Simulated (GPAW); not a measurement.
A run of GPAW 26.7.0 is set up as follows.

Contents of run.py:

```python
from ase import Atoms
from ase.calculators.mixing import SumCalculator
from ase.filters import FrechetCellFilter
from ase.io import write
from ase.optimize import BFGS
from dftd3.ase import DFTD3
from gpaw import GPAW, PW, setup_paths

setup_paths.insert(0, '.')

atoms = Atoms(['Te', 'Sn', 'Sn', 'Sn'],
              cell=[[4.865622, 0.0, 0.0],
                    [0.0, 4.865622, 0.0],
                    [0.0, 0.0, 4.865622]],
              scaled_positions=[[0.0, 0.0, 0.0],
                                [0.0, 0.5, 0.5],
                                [0.5, 0.0, 0.5],
                                [0.5, 0.5, 0.0]],
              pbc=True)

calc = GPAW(mode=PW(600),
            xc='PBEsol',
            kpts={'size': (6, 6, 6), 'gamma': True},
            occupations={'name': 'fermi-dirac', 'width': 0.05},
            nbands=38,
            convergence={'density': 1e-05, 'forces': 0.0001},
            maxiter=150,
            txt='gpaw.txt')
atoms.calc = SumCalculator([calc, DFTD3(method='pbesol', damping='d3zero')])
opt = BFGS(FrechetCellFilter(atoms), trajectory='relax.traj', logfile='-')
done = opt.run(fmax=0.02, steps=60)
calc.write('gs.gpw')
write('result.traj', atoms)
print('Converged:', done)
print('Cell:', atoms.cell.cellpar().round(4))
print('Volume:', round(atoms.get_volume(), 4))
print(atoms.get_scaled_positions().round(5))
```

Potentials or basis: PAW data sets generated in the run's folder for this functional, pw.

Command:

```sh
$ gpaw-setup -f PBEsol Sn Te
$ OMP_NUM_THREADS=1 python run.py
```

**Question.** What does it give for the dispersion energy per atom?

**Answer.** -0.187 eV.

**Question.** Predict the space group after relaxing (to 0.05 Å).

**Answer.** Pm-3m (No. 221).

**Question.** What does it give for the relaxed volume?

**Answer.** 26.60 Å³/atom.

**Question.** Estimate the band gap on the k mesh.

**Answer.** None (metal or under the smearing width).

The path:
```tsv
step	energy change (eV)	largest force (eV/Å)	pressure (GPa)	volume (Å³)
1	0.0000	0.0000	-3.51	115.19
2	-0.0162	0.0000	-3.25	114.41
3	-0.1006	0.0000	0.33	105.67
4	-0.1013	0.0000	-0.03	106.40
```

Caveat: later steps reuse the first step's grids; pairwise dispersion overbinds metals, which lowers pressure and volume. The run has no spin-orbit coupling, so splittings on Te are missing.
